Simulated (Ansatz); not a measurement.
# Ti3Sn: the cost of one run

Method: DFT r2SCAN, scalar-relativistic, plane waves, PAW, in Ansatz 0.2.0.

1 further run of the same task is left out (set aside as unsound or not needed). Runs told in other sessions of the task aren't counted.

## Step 1: The structure to begin with

Symmetry: P6_3/mmc, No. 194, hexagonal system. The conventional cell has a = 5.890 Å, b = 5.890 Å, c = 4.748 Å, α = 90.00°, β = 90.00°, γ = 120.00°. Ti (site symmetry mm2) is surrounded by 8 Ti at 2.91 to 2.98 Å and 4 Sn at 2.93 to 2.95 Å. Sn (site symmetry -6m2) is surrounded by 12 Ti at 2.93 to 2.95 Å.

Coordinates:

```cif
data_structure
_symmetry_space_group_name_H-M 'P6_3/mmc'
_symmetry_Int_Tables_number 194
_cell_length_a 5.8904
_cell_length_b 5.8904
_cell_length_c 4.7479
_cell_angle_alpha 90.000
_cell_angle_beta 90.000
_cell_angle_gamma 120.000
_cell_volume 142.67
loop_
_atom_site_label
_atom_site_type_symbol
_atom_site_symmetry_multiplicity
_atom_site_Wyckoff_symbol
_atom_site_fract_x
_atom_site_fract_y
_atom_site_fract_z
_atom_site_occupancy
Ti1 Ti 6 h 0.16461 0.32922 0.75000 1
Sn1 Sn 2 c 0.66667 0.33333 0.75000 1
```

It goes back to an entry of the Materials Project.

It is the result of an earlier relaxation at this level (volume 17.83 Å³/atom; gap on the mesh: none (metal)).

## Step 2: Volume × 0.97

input.yaml

```yaml
crystal:
  lattice:
    - [5.8309194954, 0.0, 0.0]
    - [-2.9154597477, 5.0497244104, 0.0]
    - [0.0, 0.0, 4.6999475766]
  atoms:
    - { symbol: Ti, position: [0.1646115584, 0.3292231169, 0.75] }
    - { symbol: Ti, position: [0.6707768831, 0.8353884416, 0.75] }
    - { symbol: Ti, position: [0.1646115584, 0.8353884416, 0.75] }
    - { symbol: Ti, position: [0.8353884416, 0.6707768831, 0.25] }
    - { symbol: Ti, position: [0.3292231169, 0.1646115584, 0.25] }
    - { symbol: Ti, position: [0.8353884416, 0.1646115584, 0.25] }
    - { symbol: Sn, position: [0.6666666667, 0.3333333333, 0.75] }
    - { symbol: Sn, position: [0.3333333333, 0.6666666667, 0.25] }
basis:
  ecutwfc: 500
kpoints:
  mp_grid: { grid: [6, 6, 8] }
hamiltonian:
  xc: r2scan
scf:
  occupations: { method: gaussian, width: 0.1 }
output:
  forces: true
  stress: true
  eigenvalues: true
relax:
  adjacent_minimum: "off"
  f_tol: 0.01
  max_steps: 30
  cell: { stress_tol: 0.1, fix: [volume] }
```

On the command line:

```
ansatz run input.yaml --threads 2 --pin off --max-ram 5120MiB --backend cpu --events-out ev --progress --plain --runs-dir out
```

**Question.** How long does this run take on 2 threads of Oxide Virtual Turin-like (Zen 5), shared host, and how much memory does it need?

About 41 s, with a peak of 0.96 GiB.
